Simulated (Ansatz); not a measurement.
**KF (SMILES [F][K]): single points off equilibrium**

A test off equilibrium: a structure displaced at random from a GFN2-xTB minimum is computed at several levels, and each is set against CCSD(T).

Computed with Ansatz 0.2.0, Gaussian basis. Level: single points in def2-TZVPP.

Correlated methods freeze the cores. The outer core shell of Li, Na, Mg and K is correlated.

### Step 1. The starting structure

SMILES `[F][K]`, 2 atoms, charge 0, spin multiplicity 1.

Atoms are counted from 1 here; the program's logs count them from 0.

Bond lengths: F1–K2 1.991 Å.

Coordinates:

```
F     0.7758   -0.4273    0.5122
K    -0.8148    0.3287   -0.4173
```

### Step 2. CCSD(T)/def2-TZVPP

File run/in.yaml:

```yaml
crystal:
  periodic: [false, false, false]
  atoms:
    - {symbol: F, position_ang: [0.775800, -0.427300, 0.512200]}
    - {symbol: K, position_ang: [-0.814800, 0.328700, -0.417300]}
basis:
  gaussian: {orbitals: def2-TZVPP}
correlation: {method: ccsd_t}
output: {forces: true}
```

The command line of these runs was not kept.

### Step 3. PBE0-D4/def2-TZVPP

Edit run/in.yaml of step 2 so:

```diff
@@ -7,3 +7,3 @@
   gaussian: {orbitals: def2-TZVPP}
-correlation: {method: ccsd_t}
-output: {forces: true}
+hamiltonian: {xc: pbe0, dispersion: d4}
+output: {forces: true, orbitals: {seedname: orbitals}}
```

### Step 4. wB97M-V/def2-TZVPP

Edit run/in.yaml of step 3 so:

```diff
@@ -7,3 +7,3 @@
   gaussian: {orbitals: def2-TZVPP}
-hamiltonian: {xc: pbe0, dispersion: d4}
-output: {forces: true, orbitals: {seedname: orbitals}}
+hamiltonian: {xc: {name: wB97M-V}}
+output: {forces: true}
```

### Step 5. r2SCAN-D4/def2-TZVPP

Edit run/in.yaml of step 4 so:

```diff
@@ -7,3 +7,3 @@
   gaussian: {orbitals: def2-TZVPP}
-hamiltonian: {xc: {name: wB97M-V}}
+hamiltonian: {xc: r2scan, dispersion: d4}
 output: {forces: true}
```

### Step 6. PBE-D4/def2-TZVPP

Edit run/in.yaml of step 5 so:

```diff
@@ -7,3 +7,3 @@
   gaussian: {orbitals: def2-TZVPP}
-hamiltonian: {xc: r2scan, dispersion: d4}
+hamiltonian: {xc: pbe, dispersion: d4}
 output: {forces: true}
```

### Step 7. SPW92/def2-TZVPP

Edit run/in.yaml of step 6 so:

```diff
@@ -7,3 +7,3 @@
   gaussian: {orbitals: def2-TZVPP}
-hamiltonian: {xc: pbe, dispersion: d4}
+hamiltonian: {xc: lda}
 output: {forces: true}
```

### Step 8. r2SCAN0-D4/def2-TZVPP

Edit run/in.yaml of step 7 so:

```diff
@@ -7,3 +7,3 @@
   gaussian: {orbitals: def2-TZVPP}
-hamiltonian: {xc: lda}
+hamiltonian: {xc: {name: r2SCAN0}, dispersion: d4}
 output: {forces: true}
```

(Steps that only read results are left out.)

**Question.** What will these runs give? Wanted: energy less free atoms, CCSD(T)/def2-TZVPP; RMS force component; RMS force error; HOMO and LUMO, PBE0-D4; T1 diagnostic.

The runs gave:

```
                                  quantity                                                                                            value
energy less free atoms, CCSD(T)/def2-TZVPP                                                                                        -4.352 eV
                       RMS force component                                                             1.227 to 1.774 eV/Å over the methods
                           RMS force error  PBE0-D4 0.280, wB97M-V 0.157, r2SCAN-D4 0.230, PBE-D4 0.247, SPW92 0.547, r2SCAN0-D4 0.254 eV/Å
                    HOMO and LUMO, PBE0-D4                                                                               -6.57 and -0.87 eV
                             T1 diagnostic                                                                                            0.011
```

**Reading.** Against CCSD(T) the functionals' energies less atoms differ by -1.220 to -0.098 eV, PBE-D4 by -0.485 eV. A larger basis would deepen the CCSD(T) value, while the functionals are nearly converged already, so the order here is not reliable. For forces wB97M-V does best and SPW92 worst. Frozen-core CCSD(T) forces in triple zeta carry basis errors of their own, and this is one geometry, so small gaps rank nothing.
